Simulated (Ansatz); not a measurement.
# TaN: the crystal squeezed far

The task here is to estimate one member of a computed series from the others.

Program: Ansatz 0.2.0. Level of theory: DFT r²SCAN, with the methods named in each step. These are calculated values, not measurements.

**Starting point**

Symmetry: Fm-3m, No. 225, cubic system. The conventional cell has a = 4.309 Å, b = 4.309 Å, c = 4.309 Å, α = 90.00°, β = 90.00°, γ = 90.00°. Ta (site symmetry m-3m) is surrounded by 6 N at 2.15 Å. Around N (site symmetry m-3m) lie 6 Ta at 2.15 Å.

Structure file:

```cif
data_structure
_symmetry_space_group_name_H-M 'P 1'
_symmetry_Int_Tables_number 1
_cell_length_a 3.0468
_cell_length_b 3.0468
_cell_length_c 3.0468
_cell_angle_alpha 60.000
_cell_angle_beta 60.000
_cell_angle_gamma 60.000
_cell_volume 20.00
loop_
_atom_site_label
_atom_site_type_symbol
_atom_site_fract_x
_atom_site_fract_y
_atom_site_fract_z
_atom_site_occupancy
Ta1 Ta 0.00000 0.00000 0.00000 1
N1 N 0.50000 0.50000 0.50000 1
```

Whether this phase is the stable one at these pressures isn't tested.

Atoms are numbered in the order of the input: Ta1, N2.

Set-up of the first run:

input.yaml

```yaml
crystal:
  lattice:
    - [0.0, 2.15443469, 2.15443469]
    - [2.15443469, 0.0, 2.15443469]
    - [2.15443469, 2.15443469, 0.0]
  atoms:
    - { symbol: Ta, position: [0.0, 0.0, 0.0] }
    - { symbol: "N", position: [0.5, 0.5, 0.5] }
kpoints:
  mp_grid: { grid: [15, 15, 15] }
scf:
  occupations: { method: fermi_dirac, width: 0.05 }
hamiltonian:
  xc: r2scan
  pseudopotentials: { kind: paw }
output:
  forces: true
  stress: true
  write_density: true
  write_potential: true
  elf: true
  volumetric_format: npy
relax:
  f_tol: 0.005
  max_steps: 40
  cell: {}
```

Command:

```
> ansatz run input.yaml --threads 1 --pin off --max-ram 2048MiB --backend cpu --events-out ev --progress --plain --runs-dir out
```

Among the steps run: Cell relaxed at zero pressure, PAW; More of the same log: cell relaxed at zero pressure; Volume scaled by 1, PAW; Volume scaled by 0.88, PAW; Volume scaled by 0.78, PAW; Volume scaled by 0.68, PAW; Volume scaled by 0.58, PAW; Volume scaled by 0.5, PAW; Volume scaled by 0.43, PAW; Volume scaled by 0.43, PAW (source ansatz).

One of the session's tables, all rows but one given; the rest of the session is left out.

```
             method  volume over the first  volume (Å³/atom)  pressure (GPa)
                PAW                      1            10.619            0.00
                PAW                   0.88             9.345           59.40
                PAW                   0.78             8.283          149.58
                PAW                   0.68             7.221          310.32
                PAW                   0.58             6.159          611.20
                PAW                    0.5             5.310         1057.43
                PAW                   0.43                 ?               ?
PAW (source ansatz)                   0.43             4.566         1721.70
```

**Question.** Estimate the row for PAW, 0.43.

**Answer.** volume (Å³/atom): 4.566; pressure (GPa): 1751.14.
